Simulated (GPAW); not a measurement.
Runs of GPAW 26.7.0 on BiS. The structure is trigonal, space group R-3m (No. 166). Conventional cell: a = 4.219 Å, b = 4.219 Å, c = 10.501 Å, α = 90.00°, β = 90.00°, γ = 120.00°. Bi (site symmetry -3m) has 6 S at 3.00 Å as nearest neighbours. S (site symmetry -3m) has 6 Bi at 3.00 Å as nearest neighbours. The cell was built by a generator and needn't be a form met in nature.

```csv
level,potentials or basis,gap on the mesh (eV),pressure (GPa)
PBE,"GPAW PAW data sets (gpaw-data 1.2.1), pw",none,-1.4
PW91,"PAW data sets generated in the run's folder for this functional, pw",none,-1.5
revPBE,"the program's PAW data sets (release 1.2.1) made for this functional, pw",none,-0.3
LDA,"the program's PAW data sets (release 1.2.1) made for this functional, pw",none,(a)
vdW-DF-cx,"GPAW PAW data sets (gpaw-data 1.2.1), pw",none,-
```

Alike in all rows: task single point; no spin polarisation; cell as given; k mesh 8 × 8 × 8; cutoff (eV) 600; smearing fermi-dirac 0.05 eV.

Problem. Fill in the values left out.

Solution. (a) -5.7.

Caveats: spin-orbit coupling is left out, which moves the levels of the heavy elements; the PAW data sets were made with another functional, which shifts forces and pressure a little (some runs).

A k mesh can miss the band edges, and the runs leave out spin-orbit coupling on Bi.

A gap of «none» marks a metal or a gap under the smearing width.
